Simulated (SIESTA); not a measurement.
## Ba2Tl5V3O12 in SIESTA: convergence with real-space mesh cutoff

Input of the first run (real-space mesh cutoff 100 Ry); the others differ in this setting and in those tied to it:

Contents of Ba2Tl5V3O12.fdf:

```
SystemName                      Ba2Tl5V3O12
SystemLabel                     Ba2Tl5V3O12
NumberOfSpecies                 4
NumberOfAtoms                   22
%block ChemicalSpeciesLabel
  1  56 Ba
  2  23 V
  3  81 Tl
  4   8 O
%endblock ChemicalSpeciesLabel

LatticeConstant                 1.0 Ang
%block LatticeVectors
     8.1542100000     0.0000000000     0.0000000000
    -4.0771100000     7.0617600000     0.0000000000
     0.0000000000     0.0000000000     6.9212800000
%endblock LatticeVectors
AtomicCoordinatesFormat         Fractional
%block AtomicCoordinatesAndAtomicSpecies
     0.0000000000     0.0000000000     0.2355200000  1  Ba
     0.0000000000     0.0000000000     0.7644800000  1  Ba
     0.5000000000     0.0000000000     0.0000000000  2  V
     0.0000000000     0.5000000000     0.0000000000  2  V
     0.5000000000     0.5000000000     0.0000000000  2  V
     0.5000000000     0.0000000000     0.5000000000  3  Tl
     0.0000000000     0.5000000000     0.5000000000  3  Tl
     0.5000000000     0.5000000000     0.5000000000  3  Tl
     0.3333300000     0.6666700000     0.2248900000  3  Tl
     0.6666700000     0.3333300000     0.7751100000  3  Tl
     0.3389000000     0.3433400000     0.8144400000  4  O
     0.6566600000     0.9955600000     0.8144400000  4  O
     0.0044400000     0.6611000000     0.8144400000  4  O
     0.3433400000     0.3389000000     0.1855600000  4  O
     0.9955600000     0.6566600000     0.1855600000  4  O
     0.6611000000     0.0044400000     0.1855600000  4  O
     0.6611000000     0.6566600000     0.1855600000  4  O
     0.3433400000     0.0044400000     0.1855600000  4  O
     0.9955600000     0.3389000000     0.1855600000  4  O
     0.6566600000     0.6611000000     0.8144400000  4  O
     0.0044400000     0.3433400000     0.8144400000  4  O
     0.3389000000     0.9955600000     0.8144400000  4  O
%endblock AtomicCoordinatesAndAtomicSpecies

%block kgrid.MonkhorstPack
    4   0   0  0.0
    0   4   0  0.0
    0   0   4  0.0
%endblock kgrid.MonkhorstPack
XC.Functional                   GGA
XC.Authors                      PBE
PAO.BasisSize                   DZP
PAO.EnergyShift                 0.003 Ry
Mesh.Cutoff                     100 Ry
Spin                            polarized
%block DM.InitSpin
    1   0.000
    2   0.000
    3   2.000
    4   2.000
    5   2.000
    6   0.000
    7   0.000
    8   0.000
    9   0.000
   10   0.000
   11   0.000
   12   0.000
   13   0.000
   14   0.000
   15   0.000
   16   0.000
   17   0.000
   18   0.000
   19   0.000
   20   0.000
   21   0.000
   22   0.000
%endblock DM.InitSpin
OccupationFunction              FD
ElectronicTemperature           0.05 eV
MaxSCFIterations                200
SCF.MustConverge                false
SCF.Mixer.Method                Pulay
SCF.Mixer.Weight                0.1
SCF.Mixer.History               10
SCF.DM.Tolerance                5.0e-05
SCF.H.Tolerance                 1.0e-03 eV
WriteForces                     true
Charge.Mulliken                 end
%block PAO.Basis
  Ba 5
  n=5 0 2
    4.395 0.000
  n=6 0 2
    9.500 0.000
  n=5 1 2
    5.243 0.000
  n=6 1 1
    9.500
  n=5 2 1
    7.000
  V 5
  n=3 0 2
    2.991 0.000
  n=4 0 2
    8.463 0.000
  n=3 1 2
    3.380 0.000
  n=4 1 1
    8.463
  n=3 2 2
    5.772 0.000
  Tl 4
  n=6 0 2
    6.628 0.000
  n=6 1 2
    9.500 0.000
  n=5 2 2
    4.502 0.000
  n=6 2 1
    9.500
%endblock PAO.Basis
Diag.ParallelOverK              true
```

Potentials or basis: PseudoDojo 0.4 standard (PBE files), DZP (energy shift 0.003 Ry; two zetas on semicore shells; d shell added on Ba).

Command:

```sh
$ mpirun -n 4 siesta Ba2Tl5V3O12.fdf > Ba2Tl5V3O12.out 2>&1
```

The cell was built by a generator and needn't be a form met in nature.

Hardware: 4 MPI ranks on Arm Neoverse V2 (shared host).

**Question.** The values tried are 100 Ry, 150 Ry, 200 Ry, 300 Ry, 400 Ry, 500 Ry, 700 Ry, 900 Ry, 1200 Ry, loosest first. From which on does the energy stay within 1 meV/atom of the tightest run that finished?

**Answer.** From 300 Ry on.

```csv
real-space mesh cutoff,"energy less the tightest run, at zero smearing (meV/atom)",pressure (GPa),largest force (eV/Å),SCF cycles,CPU time (s)
100 Ry,-4.79,1.77,0.184,25,550
150 Ry,-0.42,1.73,0.201,26,600
200 Ry,1.73,1.65,0.235,27,660
300 Ry,0.98,1.62,0.225,26,820
400 Ry,0.54,1.63,0.223,25,910
500 Ry,0.38,1.64,0.224,27,1100
700 Ry,0.08,1.64,0.225,25,1500
900 Ry,0.05,1.65,0.224,25,1700
1200 Ry,0.00,1.64,0.225,25,2400
```

Against the tightest run, the pressure stays within 0.1 GPa from 150 Ry on; the largest force stays within 0.005 eV/Å from 300 Ry on. Values are those asked for, which the program may round to a finer grid. The tightest run that finished is the yardstick and may itself not be fully converged.

Caveat, for the tightest run too: this set's barium file shifts pressures by up to 1 GPa against other sets; the basis of atomic orbitals isn't converged, which shifts pressures, moduli and gaps. The run has no spin-orbit coupling, so splittings on Ba, Tl are missing.
